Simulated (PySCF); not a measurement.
# BGeH6NO: the cost of one run

Programs: PySCF 2.14.0, with density-fitted response routines of our own. Each step states its level of theory. These are calculated values for one molecule in the gas phase, unless marked as measured. Atoms count from 0, in the outputs and in this text.

### Step 1. The starting structure

10 atoms, charge 0, multiplicity 1; geometry from: GFN2-xTB. The atoms were then displaced at random by about 0.01 Å, so the start is not that level's minimum.

Bonds of the start (Å): N0–B1 1.42, B1–O2 1.37, O2–Ge3 1.68, N0–H4 1.00, N0–H5 0.97, B1–H6 1.18, Ge3–H7 1.51, Ge3–H8 1.53, Ge3–H9 1.51.

### Step 2. Relaxing the molecule at PBE0-D3(BJ)/def2-SVP

What the job is given:

```
{"job": {"xc": "PBE0", "basis": "def2-SVP", "d3": "d3bj", "grid": 1, "shake": 0.01, "kind": "geom"}, "charge": 0, "multiplicity": 1}
N      1.705070    -0.495250     0.194860
B      1.049990     0.484730    -0.602490
O     -0.303650     0.682180    -0.586440
Ge    -1.673010     0.075180     0.173150
H      1.172120    -1.073820     0.811150
H      2.669890    -0.635430     0.187300
H      1.707850     1.158460    -1.317550
H     -1.838050    -1.394570    -0.111230
H     -1.644780     0.304520     1.684380
H     -2.794990     0.873080    -0.454190
```

On the command line:

```console
$ OMP_NUM_THREADS=1 python probes_run.py task.json out
```

The driver reads the jobs from task.json and runs them one after another.

Q: Estimate the wall time and peak memory of this first job on 1 thread of Arm Neoverse V2, shared host.

About 25 s, with a peak of 0.42 GiB.
